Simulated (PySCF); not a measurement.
# MgBr: from the state search to spectroscopic constants

The task here is to estimate one member of a computed series from the others.

Program: PySCF 2.14.0. Level of theory: Mg aug-pcseg-1, Br aug-pcseg-1, no relativity. These are calculated values, not measurements.

The first run:

Settings of the job:

```json
{
  "atoms": "Mg, Br",
  "charge": "0",
  "basis": "Mg aug-pcseg-1, Br aug-pcseg-1",
  "Hamiltonian": "no relativity",
  "basis functions": "50",
  "electrons treated": "47",
  "masses in u": "23.9850, 78.9183",
  "levels": "PBE0, PBE, r²SCAN, B3LYP, PW91, BLYP, HSE06, HF, MP2, SCS-MP2, CCSD, CCSD(T)",
  "grid": "80 radial by 434 angular points",
  "occupations": "held fixed by the projection of orbital angular momentum",
  "dissociation limit": "Mg + Br, each in its ground configuration",
  "starting distance in angstrom": "2.470",
  "values of 2S to try": "1, 3"
}
```

On the command line:

```
$ OMP_NUM_THREADS=1 python dia.py task.json out
```

Among the steps run: Input; First curve: PBE0; Excited determinants; PBE; r²SCAN; B3LYP; PW91; BLYP; HSE06; UHF (mean field); Correlated methods on the Hartree–Fock reference.

One of the session's tables, all rows but one given; the rest of the session is left out.

Energy (eV) from each level's lowest point:

| R (Å) | UHF | UHF-MP2 | UHF-SCS-MP2 | UHF-CCSD | UHF-CCSD(T) |
| --- | --- | --- | --- | --- | --- |
| 2.082 | 0.748 | 0.795 | 0.799 | n/a | n/a |
| 2.179 | 0.334 | 0.366 | 0.369 | 0.369 | 0.375 |
| 2.276 | 0.106 | 0.125 | 0.126 | 0.127 | 0.130 |
| 2.348 | 0.024 | 0.033 | 0.034 | 0.034 | 0.036 |
| 2.421 | 0.000 | 0.000 | 0.000 | 0.000 | 0.000 |
| 2.494 | 0.020 | 0.012 | 0.011 | 0.011 | 0.009 |
| 2.591 | ? | ? | ? | ? | ? |
| 2.712 | 0.254 | 0.224 | 0.220 | 0.220 | 0.212 |
| 2.857 | 0.491 | 0.450 | 0.444 | 0.443 | 0.432 |
| 3.050 | 0.845 | 0.794 | 0.785 | n/a | n/a |

**Question.** Estimate the row for R (Å) = 2.591.

Worked estimate for «UHF». A straight line through the neighbours (2.494, 0.020) and (2.712, 0.254) gives 0.020 + (0.254 − 0.020) × (2.591 − 2.494) / (2.712 − 2.494) = 0.124; a parabola fitted to 4 rows on both sides gives 0.105.

The run gave: UHF: 0.099; UHF-MP2: 0.080; UHF-SCS-MP2: 0.078; UHF-CCSD: 0.078; UHF-CCSD(T): 0.073. In «UHF» the line misses by +0.025 and the parabola by +0.006.
